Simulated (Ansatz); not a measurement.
# FGeH2N: relaxed scan of one distance from a Python script

The task is a relaxed scan of one distance, for FGeH2N. SMILES: [NH2][Ge][F].

All numbers are computed with Ansatz 0.2.0, driven from Python. Level of theory: B3LYP+D4/def2-SVP.

### Step 1. The structure

Bond lengths: N1–Ge2 1.814 Å, Ge2–F3 1.738 Å, N1–H4 1.069 Å, N1–H5 1.060 Å. Angles: N1–Ge2–F3 107.2°, Ge2–N1–H4 104.9°, Ge2–N1–H5 110.3°, H4–N1–H5 101.2°.

The script holds or builds the structure itself.

### Step 2. The code

Contents of fgeh2n_relaxed_scan.py:

```python
'''Relaxed scan of one distance in FGeH2N.'''

import ansatz
import numpy as np

geometry_ang = [
    ('N', (-0.6804, 0.0791, -0.3071)),
    ('Ge', (0.568, -0.1283, 0.9925)),
    ('F', (1.6427, -1.3932, 0.4755)),
    ('H', (-1.252, 0.9308, -0.0059)),
    ('H', (-0.2283, 0.438, -1.1963)),
]
molecule = ansatz.Crystal.molecule()
for symbol, xyz in geometry_ang:
    molecule = molecule.atom(symbol, xyz)

calculation = (
    molecule.calculation()
    .basis(gaussian='def2-SVP')
    .functional('b3lyp', dispersion='d4')
)
symbols = [site.symbol for site in molecule.cartesian_sites]
pairs = [(0, 1), (0, 3), (0, 4), (1, 2)]
print('held (A)   E (eV)        ', '  '.join(f'{symbols[i]}{i}-{symbols[j]}{j}' for i, j in pairs))
for length in [0.98, 1.07, 1.15, 1.28, 1.44]:
    rep = calculation.relax(constraints=[ansatz.DistanceConstraint((0, 3), at=length)], force_tolerance=0.02, max_steps=60).run(threads=1, pin='off').report
    xyz = np.array(rep['positions_ang'])
    print(f'{length:6.2f} {rep["free_energy_ev"]:14.5f}  ', '  '.join(f'{np.linalg.norm(xyz[i] - xyz[j]):.3f}' for i, j in pairs))
```

### Step 3. What the engine is handed

The engine receives this input (first run):

```yaml
crystal:
  periodic: [false, false, false]
  atoms:
    - { symbol: "N", position_ang: [-0.6804, 0.0791, -0.3071] }
    - { symbol: Ge, position_ang: [0.568, -0.1283, 0.9925] }
    - { symbol: F, position_ang: [1.6427, -1.3932, 0.4755] }
    - { symbol: H, position_ang: [-1.252, 0.9308, -0.0059] }
    - { symbol: H, position_ang: [-0.2283, 0.438, -1.1963] }
basis:
  gaussian:
    orbitals: def2-SVP
hamiltonian:
  xc: b3lyp
  dispersion: d4
relax:
  f_tol: 0.02
  max_steps: 60
  constraints:
    - { distance: [0, 3], at: 0.98 }
```

### Step 4. The run

Started as:

```console
$ python fgeh2n_relaxed_scan.py
```

Log:

```text
held (A)   E (eV)         N0-Ge1  N0-H3  N0-H4  Ge1-F2
DeckWarning: relax.constraints: the input's atoms, or those drawn, lie off the distances that are held; a relaxation that starts there is brought onto them ahead of its first SCF, by positions alone, an atom by 4.45e-2 Å at the most. With the symmetry [...]
  0.98   -60750.01581   1.823  0.980  1.019  1.776
  1.07   -60749.99090   1.822  1.070  1.019  1.776
  1.15   -60749.74484   1.823  1.150  1.020  1.776
  1.28   -60749.12324   1.821  1.280  1.021  1.777
  1.44   -60748.24035   1.821  1.440  1.021  1.777
```

(Warnings from the package without file and line, shortened, repeats left out.)

Run time: 99 s. Hardware: 1 thread of Arm Neoverse V2, shared host; peak memory 0.21 GiB.

### Step 5. The runs side by side

The 5 runs, in the order started:

| run | distance (Å) | energy from run 1 (eV) | SCF cycles in all | CPU time (s) |
| --- | --- | --- | --- | --- |
| 1 | 0.98 | 0.0000 | 83 | 21 |
| 2 | 1.07 | 0.0249 | 82 | 22 |
| 3 | 1.15 | 0.2710 | 67 | 15 |
| 4 | 1.28 | 0.8926 | 80 | 18 |
| 5 | 1.44 | 1.7755 | 89 | 23 |

### Step 6. Path of the relaxation of run 1

Step by step:

```csv
step,E - E(step 1) (eV),largest force component (eV/Å)
1,0.0000,2.1054
2,-0.3562,1.1419
3,-0.4463,1.6223
4,-0.5252,0.9736
5,-0.5944,0.2645
6,-0.5991,0.2684
7,-0.5990,0.4889
8,-0.6018,0.0278
9,-0.6021,0.0265
10,-0.6022,0.0045
```

Step 1 is the start. Step 7 was tried and not accepted.

Before: Bond lengths: N1–Ge2 1.814 Å, Ge2–F3 1.738 Å, N1–H4 1.069 Å, N1–H5 1.060 Å. Angles: N1–Ge2–F3 107.2°, Ge2–N1–H4 104.9°, Ge2–N1–H5 110.3°, H4–N1–H5 101.2°.

After: Bond lengths: N1–Ge2 1.823 Å, Ge2–F3 1.776 Å, N1–H4 0.980 Å, N1–H5 1.019 Å. Angles: N1–Ge2–F3 94.4°, Ge2–N1–H4 124.7°, Ge2–N1–H5 122.0°, H4–N1–H5 113.4°.

### Step 7. Path of the relaxation of run 5

The steps of the relaxation:

| step | energy from step 1 (eV) | largest force component (eV/Å) |
| --- | --- | --- |
| 1 | 0.0000 | 2.7850 |
| 2 | -0.2744 | 1.3470 |
| 3 | -0.3476 | 1.3154 |
| 4 | -0.4155 | 0.5501 |
| 5 | -0.4373 | 0.1854 |
| 6 | -0.4473 | 0.7316 |
| 7 | -0.4601 | 0.3574 |
| 8 | -0.4666 | 0.0683 |
| 9 | -0.4666 | 0.0263 |
| 10 | -0.4668 | 0.0237 |
| 11 | -0.4669 | 0.0038 |

Step 1 is the start.

Before: Bond lengths: N1–Ge2 1.814 Å, Ge2–F3 1.738 Å, N1–H4 1.069 Å, N1–H5 1.060 Å. Angles: N1–Ge2–F3 107.2°, Ge2–N1–H4 104.9°, Ge2–N1–H5 110.3°, H4–N1–H5 101.2°.

After: Bond lengths: N1–Ge2 1.821 Å, Ge2–F3 1.777 Å, N1–H5 1.021 Å. Angles: N1–Ge2–F3 94.8°, Ge2–N1–H5 132.5°.

### Step 8. Outcome

```
                  quantity     value
             runs compared         5
           range of energy  1.775 eV
lowest point, distance (Å)      0.98
```

The lowest point is at the first value of the scan; the highest lies 1.775 eV above it. The distance scanned is the script's pair 0, 3. Run 1: After 8 moves the largest shift is 0.352 Å, of atom 1 (N). Run 5: After 10 moves the largest shift is 0.362 Å, of atom 1 (N). Reading the output:
- The energies are electronic: no zero-point or thermal terms, and the basis set is short of its limit.
- b3lyp holds the VWN-RPA fit, as in Gaussian; the form of ORCA and Turbomole is b3lyp5.
